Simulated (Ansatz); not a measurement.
Consider vertical spin-state energies of CH₇B₂OP, SMILES BPBOC (Ansatz 0.2.0 through its Python package).

`ch7b2op.xyz`
```text
12

B    -1.74580    0.77840   -0.56340
P    -1.64480   -0.58450    0.79980
B     0.13940   -1.15460    0.32500
O     1.30600   -0.63730    1.06000
C     1.81320    0.48170    0.37320
H    -1.35860    0.54940   -1.65610
H    -2.43350    1.72220   -0.38770
H    -2.29420   -1.57720   -0.03890
H     0.29000   -1.96430   -0.52250
H     2.71710    0.83910    0.90780
H     2.12790    0.22410   -0.66510
H     1.08330    1.32300    0.36800
```

Script `ch7b2op.py`:
```python
import ansatz as az

system = az.Crystal.molecule_from_extxyz("ch7b2op.xyz")

job = (
    system.calculation()
    .basis(gaussian="6-31G")
    .functional("pbe0")
)
found = {}
for unpaired in [0, 2]:
    r = job.spin("collinear", total=unpaired).run(threads=1, pin="off").report
    s = unpaired / 2
    found[unpaired] = r["free_energy_ev"]
    print(f"2S+1 = {unpaired + 1}: E = {found[unpaired]:.5f} eV, <S^2> = {abs(r['mean_field']['state']['spin_squared']):.3f} (pure state {s * (s + 1):.2f})")
lowest = min(found, key=found.get)
for unpaired, e in found.items():
    print(f"multiplicity {unpaired + 1}: {96.485332 * (e - found[lowest]):.1f} kJ/mol above the lowest")
```

Which spin state is lowest at this geometry, and how far above lie the others?

In order: multiplicity 1 (+0.00 eV) and multiplicity 3 (+2.73 eV), all at the one geometry.

The output:

```console
$ python ch7b2op.py
2S+1 = 1: E = -13826.40967 eV, <S^2> = 0.000 (pure state 0.00)
2S+1 = 3: E = -13823.68216 eV, <S^2> = 2.006 (pure state 2.00)
multiplicity 1: 0.0 kJ/mol above the lowest
multiplicity 3: 263.2 kJ/mol above the lowest
```

What to keep in mind:
- The settings weren't tested for convergence.
- The geometry is a force-field or estimated start, not a minimum of this method, and the basis set is short of its limit. All parts are taken at fixed geometry, without zero-point energy.
- Timing: 14 s on 1 thread of Arm Neoverse V1, on a shared host, peak memory 0.24 GiB.

(Lines on the test bed's own set-up are left out of the output.)
